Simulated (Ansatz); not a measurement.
**VRe: strong compression**

The task here is to estimate one member of a computed series from the others.

Method: DFT, LDA, PAW with Ansatz's default frozen-core files, scalar-relativistic, in Ansatz 0.2.0.

1 further run of the same task is left out (it didn't finish).

## Starting point

It takes space group Cmmm (No. 65, orthorhombic). Conventional cell: a = 3.030 Å, b = 4.373 Å, c = 4.231 Å, α = 90.00°, β = 90.00°, γ = 90.00°. V (site symmetry mmm) has 4 Re at 2.60 Å and 4 V at 2.66 Å as nearest neighbours. Re (site symmetry mmm) has 4 V at 2.60 Å and 4 Re at 2.66 Å as nearest neighbours.

As a file:

```
CELL_PARAMETERS angstrom
1.51485 -2.18667 0.00000
1.51485 2.18667 0.00000
0.00000 0.00000 4.23057
ATOMIC_POSITIONS crystal
V 0.50000 0.50000 0.50000
Re 0.00000 0.00000 0.00000
```

Whether this phase is the stable one at these pressures isn't tested.

Atoms are numbered in the order of the input: V1, Re2.

The first run:

The input, input.yaml:

```yaml
crystal:
  lattice:
    - [1.51484665, -2.1866679986, 0.0]
    - [1.51484665, 2.1866679986, 0.0]
    - [0.0, 0.0, 4.2305703037]
  atoms:
    - { symbol: V, position: [0.5, 0.5, 0.5] }
    - { symbol: Re, position: [0.0, 0.0, 0.0] }
kpoints:
  mp_grid: { grid: [14, 14, 9] }
scf:
  occupations: { method: fermi_dirac, width: 0.05 }
hamiltonian:
  xc: lda
  pseudopotentials: { kind: paw }
output:
  forces: true
  stress: true
relax:
  f_tol: 0.01
  max_steps: 30
  cell: { stress_tol: 0.05, fix: [volume] }
```

Started as:

```console
ansatz run input.yaml --threads 1 --pin off --max-ram 2048MiB --backend cpu --events-out ev --progress --plain --runs-dir out
```

Steps of the session up to this table: Shape and atoms relaxed at the given volume, PAW; Volume scaled by 1, PAW; Shape and atoms relaxed at 0.9 of the volume, PAW; Volume scaled by 0.9, PAW; Shape and atoms relaxed at 0.75 of the volume, PAW; Volume scaled by 0.75, PAW; Shape and atoms relaxed at 0.4 of the volume, PAW; Volume scaled by 0.4, PAW.

One table of the session follows, with a row left open; its other results are not shown here.

| method | volume over the first | volume (Å³/atom) | pressure (GPa) |
| --- | --- | --- | --- |
| PAW | 1 | 14.014 | -12.02 |
| PAW | 0.9 | ? | ? |
| PAW | 0.75 | 10.510 | 130.65 |
| PAW | 0.4 | 5.605 | 1443.12 |

**Question.** Estimate the row for PAW, 0.9.

The run gave: volume (Å³/atom): 12.612; pressure (GPa): 23.37. In the column «volume (Å³/atom)» it lies between PAW, 0.75 (10.510) and PAW, 1 (14.014).

Caveats from the session: Warnings in the runs' records: gradients without spin orbit.
